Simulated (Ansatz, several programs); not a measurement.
An ordered 8-atom cell of MgGeSb2 on the zincblende lattice (P-4m2), relaxed with r2SCAN in Ansatz (plane waves, PAW): the symmetry is P-4m2 (No. 115, tetragonal); a = 4.433 Å, c = 13.005 Å in the conventional setting, 31.95 Å³ an atom. Mg has 4 Sb at 2.78–2.83 Å; Sb has 4 Mg at 2.78 Å; Sb has 2 Ge at 2.68 Å and 2 Mg at 2.83 Å; Ge has 4 Sb at 2.68–2.71 Å; Sb has 4 Ge at 2.71 Å. The cell was then scaled with its shape and fractional coordinates held, which makes it stiffer than a relaxed compression. Simulation only: spin-unpolarised, and no claim that this is the phase found in nature.

```
V (Å³/atom)  E (meV/atom)
     30.029         16.73
     30.987          3.96
     31.945          0.00
     33.862         13.64
```

**Question.** Pass a cubic E = c₀ + c₁u + c₂u² + c₃u³, with u = V − 31.706 Å³, through these points.

**Answer.** c₀ = 0.23, c₁ = -1.976, c₂ = 4.301, c₃ = -0.2314 (meV and Å³).

**Question.** Where is the minimum, and what bulk modulus follows?

**Answer.** dE/du = 0 at u = +0.234, so V₀ = 31.94 Å³. B = V₀ d²E/dV² = 31.94 × (2c₂ + 6c₃u) = 31.94 × 8.276 = 264 meV/Å³, and 1 meV/Å³ is 0.16022 GPa: 42 GPa. A third-order Birch-Murnaghan fit to all five points gives 31.94 Å³ and 42 GPa.

**Question.** Predict the energy and the pressure at the withheld volume, 32.904 Å³.

**Answer.** With u = +1.198: E ≈ 3.64 meV and P = −dE/dV ≈ -1.17 GPa. The run gives 3.60 meV and, from its stress, -1.17 GPa.
